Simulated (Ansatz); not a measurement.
What does this script print? It uses Ansatz 0.2.0 through its Python package.

Input file `vco.cif`:
```cif
data_VCo
_cell_length_a 2.890428
_cell_length_b 2.890428
_cell_length_c 2.890428
_cell_angle_alpha 90.00000
_cell_angle_beta 90.00000
_cell_angle_gamma 90.00000
_symmetry_space_group_name_H-M 'P 1'
_symmetry_Int_Tables_number 1
loop_
_symmetry_equiv_pos_as_xyz
'x, y, z'
loop_
_atom_site_label
_atom_site_type_symbol
_atom_site_fract_x
_atom_site_fract_y
_atom_site_fract_z
V1 V    0.000000    0.000000    0.000000
Co2 Co    0.500000    0.500000    0.500000
```

The script, `run_jij.py`:
```python
"""Pair couplings between the moments of VCo."""

import ansatz
from ase.io import read
import numpy as np

OCCUPATIONS = "Gaussian"
WIDTH_EV = 0.15
XC = "lda"
KMESH = (9, 9, 9)

atoms = read("vco.cif")
system = ansatz.Crystal.from_ase(atoms).moments(V=2.0, Co=-3.2)

calculation = (
    system.calculation()
    .spin("collinear")
    .occupations(OCCUPATIONS, width=WIDTH_EV)
    .functional(XC)
    .kpoints(*KMESH)
    .eigenstates(nscf_kmesh=(7, 7, 7))
    .exchange_couplings(magnetic=["Co"])
)
couplings = calculation.run(threads=1, pin="off").exchange_couplings().to_plain()
for atom in couplings["atoms"]:
    print(atom["site"]["symbol"], atom["role"], "moment", round(atom["moment_mub"], 3), "muB")
shells = {}
for pair in couplings["pairs"]:
    key = (pair["site"], pair["partner"], round(float(np.linalg.norm(pair["displacement_ang"])), 2))
    shells.setdefault(key, []).append(1000 * pair["coupling_ev"])
print("site partner distance (A)  count  mean J (meV)")
for (i, j, d), values in sorted(shells.items(), key=lambda item: item[0][2])[:6]:
    print(f"{i:4d} {j:7d} {d:12.2f} {len(values):6d} {np.mean(values):13.3f}")
print("mean-field order:", couplings["mean_field_order"])
```

```console
$ python run_jij.py
DeckWarning: basis.ecutwfc = 420 eV, auto-derived from the records' recommended cutoffs: set by V (normal level)
DeckWarning: where an SCF of this run starts from atoms to list the orders of its open shells, Co (site 1, from 0) starts with -3.00 μB on its 3d shell, in the place of the -3.20 μB that the deck gives it: its open shells can hold no more by Hund's first [...]
RunWarning: the starting moments were not kept: 1 of 2 ended reversed and 1 kept their direction, counting a site from 0.1 μB. The largest reversed, site 0 (counted from 0, in the order of the report's site_moments_mub), started with +2.0 μB and closes at [...]
V relaxed moment -0.494 muB
Co magnetic moment -1.271 muB
site partner distance (A)  count  mean J (meV)
   1       1         2.89      6         0.451
   1       1         4.09     12         1.746
   1       1         5.01      8         1.308
   1       1         5.78      6        -1.505
   1       1         6.46     24         0.074
   1       1         7.08     24        -0.124
mean-field order: {'temperature_k': 159.74266563463087, 'q_frac': [0.0, 0.0, 0.0]}
```
(Warnings from the package without file and line, shortened.)

What to keep in mind:
- The SCF didn't keep the moments it started from (some shrank, vanished or turned); what is printed is the state reached.
- For a metal this k-point mesh is coarse: on a finer one energies can move by several to tens of meV an atom and pressures by half a GPa or more, differences at one mesh by less.
- The free energy holds a sizeable smearing term, which stands for no physical temperature.
- The structure comes from a database of computed cells and needn't be a stable or known phase.
- The couplings are those of E = -sum over i != j of J_ij e_i.e_j for unit vectors, so J > 0 favours parallel moments. Couplings oscillate with the k-mesh and hold for small turns from this magnetic state; mean-field temperatures overestimate ordering, and where the couplings favour a wavevector other than zero the state started from isn't the stable order.
- The whole script took 12 s on 1 thread of Arm Neoverse V2, with other jobs on the host, peak memory 0.6 GiB.

(Lines on the test bed's own set-up are left out of the output.)
